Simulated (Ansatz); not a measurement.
**CH₉N₃Si: basis-set convergence**

How large a basis does CH₉N₃Si need? Two functionals are run in growing sets.

Computed with Ansatz 0.2.0, Gaussian basis. Level: one geometry, several basis sets.

Levels to be run: PBE0-D4/def2-SVP; ωB97M-V/def2-SVP; PBE0-D4/def2-QZVPP; ωB97M-V/def2-QZVPP; the functionals' def2-TZVPP values are taken from earlier runs.

### Step 1. Structure used throughout

The geometry comes from an earlier relaxation with PBE0-D4/def2-TZVP; it is a stationary point, not always the lowest conformer.

14 atoms, charge 0, spin multiplicity 1.

Atoms are counted from 1 here; the program's logs count them from 0.

Bond lengths: N1–C2 1.472 Å, N1–H6 1.014 Å, N1–H7 1.014 Å, C2–Si3 1.883 Å, C2–H8 1.095 Å, C2–H9 1.098 Å, Si3–N4 1.721 Å, Si3–N5 1.714 Å, Si3–H10 1.497 Å, N4–H11 1.008 Å, N4–H12 1.007 Å, N5–H13 1.005 Å, N5–H14 1.006 Å. Angles: C2–N1–H6 109.5°, C2–N1–H7 109.4°, H6–N1–H7 105.8°, N1–C2–Si3 114.3°, N1–C2–H8 108.5°, N1–C2–H9 108.6°, Si3–C2–H8 109.8°, Si3–C2–H9 110.4°, H8–C2–H9 104.8°, C2–Si3–N4 104.8°, C2–Si3–N5 115.8°, C2–Si3–H10 109.6°, N4–Si3–N5 106.0°, N4–Si3–H10 116.8°, N5–Si3–H10 104.3°, Si3–N4–H11 119.4°, Si3–N4–H12 120.2°, H11–N4–H12 110.9° and more.

### Step 2. PBE0-D4 in def2-SVP

File in.yaml:

```yaml
crystal:
  periodic: [false, false, false]
  atoms:
    - {symbol: N, position_ang: [0.269203, -0.983440, 1.758880]}
    - {symbol: C, position_ang: [0.891540, 0.160405, 1.073536]}
    - {symbol: Si, position_ang: [0.101660, 0.595240, -0.579371]}
    - {symbol: N, position_ang: [0.374475, -0.782601, -1.574550]}
    - {symbol: N, position_ang: [-1.595536, 0.829896, -0.554672]}
    - {symbol: H, position_ang: [0.194737, -1.764108, 1.115428]}
    - {symbol: H, position_ang: [-0.682258, -0.745172, 2.015073]}
    - {symbol: H, position_ang: [0.855065, 1.027274, 1.741818]}
    - {symbol: H, position_ang: [1.961137, -0.048678, 0.944047]}
    - {symbol: H, position_ang: [0.647236, 1.900643, -1.068910]}
    - {symbol: H, position_ang: [-0.069931, -0.836276, -2.477249]}
    - {symbol: H, position_ang: [1.280064, -1.223727, -1.592110]}
    - {symbol: H, position_ang: [-1.999703, 1.745069, -0.458712]}
    - {symbol: H, position_ang: [-2.240489, 0.096378, -0.314606]}
basis:
  gaussian: {orbitals: def2-SVP}
hamiltonian: {xc: pbe0, dispersion: d4}
output: {orbitals: {seedname: orbitals}}
```

On the command line:

```
$ ansatz run in.yaml --threads 4 --pin off --events-out ev --progress --plain --max-ram 10444MiB
```

The runs that follow: ωB97M-V in def2-SVP; PBE0-D4 in def2-QZVPP; ωB97M-V in def2-QZVPP.

**Question.** What will the summary of the whole plan be? Wanted: PBE0-D4: double and triple zeta above quadruple; ωB97M-V: double and triple zeta above quadruple.

**Answer**, as computed:

| quantity | value |
| --- | --- |
| PBE0-D4: double and triple zeta above quadruple | 10.35, 0.64 eV |
| ωB97M-V: double and triple zeta above quadruple | 10.61, 0.60 eV |

What this shows: PBE0-D4 gains 9.71 eV from double to triple zeta, then 0.64 eV more. These are total energies; as a rule much of such shifts cancels in differences, which this series doesn't test. The LUMO of ωB97M-V is positive and keeps falling with the basis (3.04 to 1.43 eV): an unbound level that the basis holds in place.
